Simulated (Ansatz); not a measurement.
# CH5OSn: the cost of one run

The runs use Ansatz 0.2.0, Gaussian basis; the settings change from run to run.

## (1) The molecule

The geometry comes from an earlier relaxation with PBE0-D4 in a triple-zeta def2 set; it is a stationary point, not always the lowest conformer. Sn takes a core potential in def2 sets; no spin-orbit term is included.

SMILES `[CH3][SnH][OH]`, 8 atoms, charge 0, spin multiplicity 2.

Atoms are counted from 1 here; the program's logs count them from 0.

Bond lengths: C1–Sn2 2.165 Å, C1–H4 1.090 Å, C1–H5 1.089 Å, C1–H6 1.092 Å, Sn2–O3 1.983 Å, Sn2–H7 1.730 Å, O3–H8 0.960 Å. Angles: Sn2–C1–H4 109.8°, Sn2–C1–H5 110.4°, Sn2–C1–H6 107.6°, H4–C1–H5 109.5°, H4–C1–H6 109.8°, H5–C1–H6 109.8°, C1–Sn2–O3 106.4°, C1–Sn2–H7 111.5°, O3–Sn2–H7 100.9°, Sn2–O3–H8 113.4°.

## (2) B2GP-PLYP/def2-TZVPP

Set apart from the defaults: atoms shaken by 0.15 Å.

in.yaml reads:

```yaml
crystal:
  periodic: [false, false, false]
  atoms:
    - {symbol: C, position_ang: [-0.849941, 0.889046, -0.086286]}
    - {symbol: Sn, position_ang: [1.020885, -0.037886, 0.062687]}
    - {symbol: O, position_ang: [0.940785, -1.781769, 0.584761]}
    - {symbol: H, position_ang: [-0.745551, 1.999939, -0.224219]}
    - {symbol: H, position_ang: [-1.434900, 0.903554, 0.841068]}
    - {symbol: H, position_ang: [-1.254800, 0.228558, -0.849234]}
    - {symbol: H, position_ang: [2.187861, -0.222003, -1.309862]}
    - {symbol: H, position_ang: [0.292172, -2.412613, 1.265136]}
basis:
  gaussian: {orbitals: def2-TZVPP}
magnetization: {spin_polarized: true, initial_magnetization: 1}
hamiltonian: {xc: {name: B2GP-PLYP}}
output: {forces: true}
```

Launch:

```sh
$ ansatz run in.yaml --threads 4 --pin off --events-out ev --progress --plain --max-ram 10444MiB
```

Q: Estimate wall time and peak memory on 4 threads of Arm Neoverse V2, shared host.

About 12 s, with a peak of 0.94 GiB.
